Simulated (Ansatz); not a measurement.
Wanted: the native input for an Ansatz 0.2.0 run.

| Quantity | Value |
| --- | --- |
| Task | relaxation of cell and atoms |
| Functional | PBEsol |
| Potentials or basis | Ansatz PAW |
| Cutoff | 420 eV (not typed: the program's choice for these potentials) |
| k mesh | 8 × 8 × 5 |
| Occupations | fermi-dirac, width 0.05 eV |
| Spin | collinear spin, ferromagnetic start |
| Starting moments | [0.0, 0.0, 2.0, 2.0, 4.0, 4.0] μB |

MnCoGe:

```
Ge Co Mn
1.0
     4.09114    0.00000    0.00000
    -2.04557    3.54303    0.00000
     0.00000    0.00000    5.14388
Ge Co Mn
2 2 2
Direct
  0.33333 0.66667 0.25000
  0.66667 0.33333 0.75000
  0.66667 0.33333 0.25000
  0.33333 0.66667 0.75000
  0.00000 0.00000 0.50000
  0.00000 0.00000 0.00000
```

The cell is a database's computed one.

One way to write it, as run:

input.yaml

```yaml
crystal:
  lattice:
    - [4.0911399262, 0.0, 0.0]
    - [-2.0455699631, 3.5430311065, 0.0]
    - [0.0, 0.0, 5.143882]
  atoms:
    - { symbol: Ge, position: [0.3333333333, 0.6666666667, 0.25] }
    - { symbol: Ge, position: [0.6666666667, 0.3333333333, 0.75] }
    - { symbol: Co, position: [0.6666666667, 0.3333333333, 0.25], spin: 2.0 }
    - { symbol: Co, position: [0.3333333333, 0.6666666667, 0.75], spin: 2.0 }
    - { symbol: Mn, position: [0.0, 0.0, 0.5], spin: 4.0 }
    - { symbol: Mn, position: [0.0, 0.0, 0.0], spin: 4.0 }
hamiltonian:
  xc: pbesol
  pseudopotentials: { kind: paw }
magnetization:
  spin_polarized: true
kpoints:
  mp_grid: { grid: [8, 8, 5] }
scf:
  occupations: { method: fermi_dirac, width: 0.05 }
output:
  forces: true
  stress: true
  eigenvalues: true
relax:
  f_tol: 0.01
  max_steps: 40
  cell: { stress_tol: 0.05 }
```

Potentials or basis: Ansatz PAW.

Command:

```sh
$ ansatz run input.yaml --threads 2 --pin off --max-ram 5632MiB --backend cpu --events-out ev --progress --plain --runs-dir out
```

It gave:

```
Relaxed volume                         : 11.71 Å³/atom
Relaxed cell                           : a = 4.022 Å, b = 4.022 Å, c = 5.014 Å, α = 90.00°, β = 90.00°, γ = 120.00°
Space group after relaxing (to 0.05 Å) : P6_3/mmc (No. 194)
Energy gained by relaxing              : 23.5 meV/atom
Ionic steps                            : 5
Pressure after relaxing                : 0.0 GPa
Band gap on the k mesh                 : none (metal or under the smearing width)
Net moment                             : 5.66 μB per cell
Absolute moment                        : 6.14 μB per cell
Site moments                           : Ge -0.05; Co +0.43; Mn +2.40 μB
```

Caveat: the plane-wave basis is chosen anew once the cell has moved, so the energies of steps on either side of that aren't comparable; the PAW data sets come from PBE, with cores solved anew for the run's functional, which leaves a small shift of forces and pressure.

Wall time 54 s on 2 threads of AMD EPYC 7R13 Processor (Zen 3), with other jobs on the host, peak memory 0.62 GiB.
